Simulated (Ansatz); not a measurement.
# C₃H₄Cl₂Si: basis-set convergence

One table from this session's results is given with a row withheld; the runs are named, their logs left out.

Computed with Ansatz 0.2.0, Gaussian basis. Level: one geometry, several basis sets.

Plan: PBE0-D4/def2-SVP; ωB97M-V/def2-SVP; PBE0-D4/def2-QZVPP; ωB97M-V/def2-QZVPP; the functionals' def2-TZVPP values are taken from earlier runs.

**The relaxed structure**

The geometry comes from an earlier relaxation with PBE0-D4 in a triple-zeta def2 set; it is a stationary point, not always the lowest conformer.

SMILES `C#C[Si](C)(Cl)Cl`, 10 atoms, charge 0, spin multiplicity 1.

Atoms are counted from 1 here; the program's logs count them from 0.

Bond lengths: C1–C2 1.205 Å, C1–H7 1.066 Å, C2–Si3 1.813 Å, Si3–C4 1.844 Å, Si3–Cl5 2.045 Å, Si3–Cl6 2.045 Å, C4–H8 1.092 Å, C4–H9 1.092 Å, C4–H10 1.092 Å. Angles: C2–C1–H7 179.7°, C1–C2–Si3 178.2°, C2–Si3–C4 112.1°, C2–Si3–Cl5 108.1°, C2–Si3–Cl6 108.1°, C4–Si3–Cl5 110.1°, C4–Si3–Cl6 110.1°, Cl5–Si3–Cl6 108.3°, Si3–C4–H8 110.0°, Si3–C4–H9 110.3°, Si3–C4–H10 110.0°, H8–C4–H9 108.9°, H8–C4–H10 108.9°, H9–C4–H10 108.9°.

Set-up of the first run:

Input file in.yaml:

```yaml
crystal:
  periodic: [false, false, false]
  atoms:
    - {symbol: C, position_ang: [-0.727473, -2.484416, -0.489767]}
    - {symbol: C, position_ang: [-0.130522, -1.444973, -0.363162]}
    - {symbol: Si, position_ang: [0.720237, 0.142161, -0.153288]}
    - {symbol: C, position_ang: [-0.398743, 1.445425, 0.516148]}
    - {symbol: Cl, position_ang: [1.453793, 0.715255, -1.974371]}
    - {symbol: Cl, position_ang: [2.298754, -0.146043, 1.114821]}
    - {symbol: H, position_ang: [-1.250727, -3.406450, -0.604187]}
    - {symbol: H, position_ang: [-0.785898, 1.139964, 1.490597]}
    - {symbol: H, position_ang: [0.142273, 2.386650, 0.630469]}
    - {symbol: H, position_ang: [-1.238694, 1.601229, -0.164259]}
basis:
  gaussian: {orbitals: def2-SVP}
hamiltonian: {xc: pbe0, dispersion: d4}
output: {orbitals: {seedname: orbitals}}
```

Started as:

```
$ ansatz run in.yaml --threads 4 --pin off --events-out ev --progress --plain --max-ram 10444MiB
```

Among the steps run: PBE0-D4 in def2-SVP; ωB97M-V in def2-SVP; PBE0-D4 in def2-QZVPP; ωB97M-V in def2-QZVPP.

One table of the session follows, with a row left open; its other results are not shown here.

It belongs to the step «Functionals by basis». 

```
functional       basis  HOMO (eV)
   PBE0-D4    def2-SVP      -8.54
   PBE0-D4  def2-TZVPP      -8.61
   PBE0-D4  def2-QZVPP      -8.63
   ωB97M-V    def2-SVP          ?
   ωB97M-V  def2-TZVPP     -10.86
   ωB97M-V  def2-QZVPP     -10.89
```

**Question.** Estimate the row for ωB97M-V, def2-SVP.

As computed: HOMO (eV): -10.75. In the column «HOMO (eV)» it lies between ωB97M-V, def2-TZVPP (-10.86) and PBE0-D4, def2-QZVPP (-8.63).
